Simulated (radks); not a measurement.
# Exchange and kinetic functionals tested on atomic densities: Lu⁺, Ca, Ar³⁺, H, S⁴⁺, Sn⁴⁺

An exercise on one series of results from a longer session: the logs are not shown, and one member is left open.

The numbers are computed with radks (a radial shooting solver on a logarithmic mesh, Libxc functionals) version 1 (non-relativistic Kohn-Sham, exchange-only B88, spin-polarised, spherical densities, point nucleus; open shells are filled with parallel spins first), except any that are marked as measured or tabulated.

## The atom as given

```
species : Lu⁺ ([Xe] 4f14 6s2), Ca ([Ar] 4s2), Ar³⁺ ([Ne] 3s2 3p3), H (1s1), S⁴⁺ ([Ne] 3s2), Sn⁴⁺ ([Kr] 4d10)
```

Set-up of the first run:

Settings of this run:

```text
Z 71
configuration [Xe] 4f14 6s2
relativity non-relativistic
functional b88,
spin polarised
nucleus point
```

Steps of the session up to this table: Lu⁺, [Xe] 4f14 6s2.

One of the session's tables, all rows but one given; the rest of the session is left out.

Sizes of the orbitals, from the radial functions (bohr):

```
level     <r>  outermost maximum (interpolated)  90 % within  nodes
   3d  0.1939                             0.159        0.300      0
   4s       ?                                 ?            ?      ?
   4p  0.5268                             0.484        0.766      2
   4d  0.5501                             0.483        0.826      1
   5s   1.276                              1.14         1.84      4
   5p   1.436                              1.24         2.11      3
   4f  0.6918                             0.461         1.18      0
   6s   3.532                              3.10         5.12      5
```

Estimate the missing values for 4s.

**Answer.** <r>: 0.5175; outermost maximum (interpolated): 0.482; 90 % within: 0.743; nodes: 3. In the column «<r>» it lies between 3d (0.1939) and 4p (0.5268).
